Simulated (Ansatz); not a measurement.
# C₃H₈BCl₂N: a ladder of functionals and wavefunction methods

An exercise on one series of results from a longer session: the logs are not shown, and one member is left open.

Program: Ansatz 0.2.0, Gaussian basis. Level of theory: functionals in def2-TZVPP, the program's frozen cores in correlated methods. These are calculated values, not measurements.

Plan: LDA (SPW92), PBE-D4, revPBE-D4, BLYP-D4, r2SCAN-D4, B97M-V, PBE0-D4, B3LYP-D4, r2SCANh-D4, r2SCAN0-D4, HSE06-D4, BHLYP-D4, CAM-B3LYP-D4, LC-ωPBE, ωB97X-V, ωB97M-V, B2PLYP, PBE-QIDH; CCSD(T)/def2-SVP; MP2/def2-TZVPP; MP2/def2-QZVPP; RPA on PBE.

## Structure used throughout

The geometry comes from an earlier relaxation with PBE0-D4 in a triple-zeta def2 set; it is a stationary point, not always the lowest conformer.

SMILES `CC(C)NB(Cl)Cl`, 15 atoms, charge 0, spin multiplicity 1.

Atoms are counted from 1 here; the program's logs count them from 0.

Bond lengths: C1–C2 1.521 Å, C1–H8 1.091 Å, C1–H9 1.092 Å, C1–H10 1.092 Å, C2–C3 1.521 Å, C2–N4 1.466 Å, C2–H11 1.094 Å, C3–H12 1.091 Å, C3–H13 1.092 Å, C3–H14 1.092 Å, N4–B5 1.384 Å, N4–H15 1.007 Å, B5–Cl6 1.764 Å, B5–Cl7 1.770 Å. Angles: C2–C1–H8 111.1°, C2–C1–H9 110.8°, C2–C1–H10 110.0°, H8–C1–H9 108.3°, H8–C1–H10 108.1°, H9–C1–H10 108.4°, C1–C2–C3 112.3°, C1–C2–N4 111.9°, C1–C2–H11 107.5°, C3–C2–N4 111.9°, C3–C2–H11 107.5°, N4–C2–H11 105.1°, C2–C3–H12 111.1°, C2–C3–H13 110.0°, C2–C3–H14 110.8°, H12–C3–H13 108.1°, H12–C3–H14 108.3°, H13–C3–H14 108.4° and more.

Set-up of the first run:

in.yaml reads:

```yaml
crystal:
  periodic: [false, false, false]
  atoms:
    - {symbol: C, position_ang: [-0.627420, -1.467372, -0.074842]}
    - {symbol: C, position_ang: [0.382387, -0.428573, 0.388346]}
    - {symbol: C, position_ang: [1.438619, -0.140490, -0.667504]}
    - {symbol: N, position_ang: [-0.269622, 0.797371, 0.859836]}
    - {symbol: B, position_ang: [-1.055291, 1.725983, 0.199951]}
    - {symbol: Cl, position_ang: [-1.475395, 1.615084, -1.509426]}
    - {symbol: Cl, position_ang: [-1.680523, 3.108646, 1.111970]}
    - {symbol: H, position_ang: [-1.161681, -1.126779, -0.962912]}
    - {symbol: H, position_ang: [-1.359494, -1.672988, 0.708429]}
    - {symbol: H, position_ang: [-0.117345, -2.400982, -0.322704]}
    - {symbol: H, position_ang: [0.895069, -0.835086, 1.265614]}
    - {symbol: H, position_ang: [0.985715, 0.252562, -1.578824]}
    - {symbol: H, position_ang: [1.973140, -1.058346, -0.922570]}
    - {symbol: H, position_ang: [2.163584, 0.589327, -0.302122]}
    - {symbol: H, position_ang: [-0.113544, 0.991041, 1.836059]}
basis:
  gaussian: {orbitals: def2-TZVPP}
hamiltonian: {xc: lda}
output: {orbitals: {seedname: orbitals}}
```

On the command line:

```
$ ansatz run in.yaml --threads 4 --pin off --events-out ev --progress --plain --max-ram 11315MiB
```

Steps of the session up to this table: LDA; PBE-D4 (GGA); revPBE-D4 (GGA); BLYP-D4 (GGA); r2SCAN-D4 (meta-GGA); B97M-V (meta-GGA); B3LYP-D4 (hybrid); r2SCANh-D4 (hybrid); r2SCAN0-D4 (hybrid); HSE06-D4 (hybrid); BHLYP-D4 (hybrid); CAM-B3LYP-D4 (range-separated); LC-ωPBE (range-separated); ωB97X-V (range-separated); ωB97M-V (range-separated); B2PLYP (double hybrid); PBE-QIDH (double hybrid).

One table of the session follows, with a row left open; its other results are not shown here.

It belongs to the step «Orbital energies across the functionals». 

```
  functional  HOMO (eV)  gap (eV)
 LDA (SPW92)      -6.72      5.68
      PBE-D4      -6.54      5.78
   revPBE-D4      -6.48      5.82
     BLYP-D4          ?         ?
   r2SCAN-D4      -6.82      6.35
      B97M-V      -6.92      6.59
     PBE0-D4      -7.87      8.08
    B3LYP-D4      -7.63      7.65
  r2SCANh-D4      -7.31      7.19
  r2SCAN0-D4      -8.06      8.45
    HSE06-D4      -7.47      7.29
    BHLYP-D4      -9.10     10.34
CAM-B3LYP-D4      -9.25     10.62
     LC-ωPBE     -10.63     13.14
     ωB97X-V     -10.26     12.70
     ωB97M-V     -10.14     12.16
```

Q: Estimate the row for BLYP-D4 from the others.

Worked estimate for «HOMO (eV)». Against the share of exact exchange, B3LYP-D4 (0.2, -7.63), BHLYP-D4 (0.5, -9.10) give a slope of -4.90 per unit share; at 0 the line stands at -6.65.

**Answer.** HOMO (eV): -6.40; gap (eV): 5.81. In «HOMO (eV)» the line misses by -0.25.
